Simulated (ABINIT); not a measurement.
ZrB:

```
CELL_PARAMETERS angstrom
0.00000 2.32500 2.32500
2.32500 0.00000 2.32500
2.32500 2.32500 0.00000
ATOMIC_POSITIONS crystal
Zr 0.00000 0.00000 0.00000
B 0.50000 0.50000 0.50000
```

- Program: ABINIT 10.8.3 (patched build)
- Task: relaxation of cell and atoms
- Functional: PBE
- Potentials or basis: Ansatz PAW PBE default generated set, frozen core
- Cutoff: 419 eV
- k mesh: 8 × 8 × 8
- Occupations: fermi-dirac, width 0.05 eV
- Spin: no spin polarisation

At the start: pressure 35.0 GPa; volume 12.57 Å³/atom.

Task: How do energy, volume and symmetry change on relaxing?

Result: Over 5 steps the energy falls by 209.4 meV/atom and the volume is 14.75 Å³/atom (+17.4 %); space group Fm-3m (No. 225, to 0.05 Å).

Step by step:
| step | energy change (eV) | largest force (eV/Å) | pressure (GPa) | volume (Å³) |
| --- | --- | --- | --- | --- |
| 1 | 0.0000 | 0.0000 | 35.01 | 25.14 |
| 2 | -0.3727 | 0.0000 | 9.80 | 27.93 |
| 3 | -0.4177 | 0.0000 | 1.39 | 29.25 |
| 4 | -0.4188 | 0.0000 | 0.08 | 29.48 |
| 5 | -0.4188 | 0.0000 | 0.00 | 29.50 |

Final structure:
```yaml
crystal:
  lattice:
    - [0.00000, 2.45243, 2.45243]
    - [2.45243, 0.00000, 2.45243]
    - [2.45243, 2.45243, 0.00000]
  atoms:
    - { symbol: Zr, position: [0.00000, 0.00000, 0.00000] }
    - { symbol: B, position: [0.50000, 0.50000, 0.50000] }
```

Caveat: the volume moved by over 15 % at a fixed basis, so the end points are rough; the volume moved by +17 % from the deposited cell, more than functionals usually miss; the atomic spheres overlap.
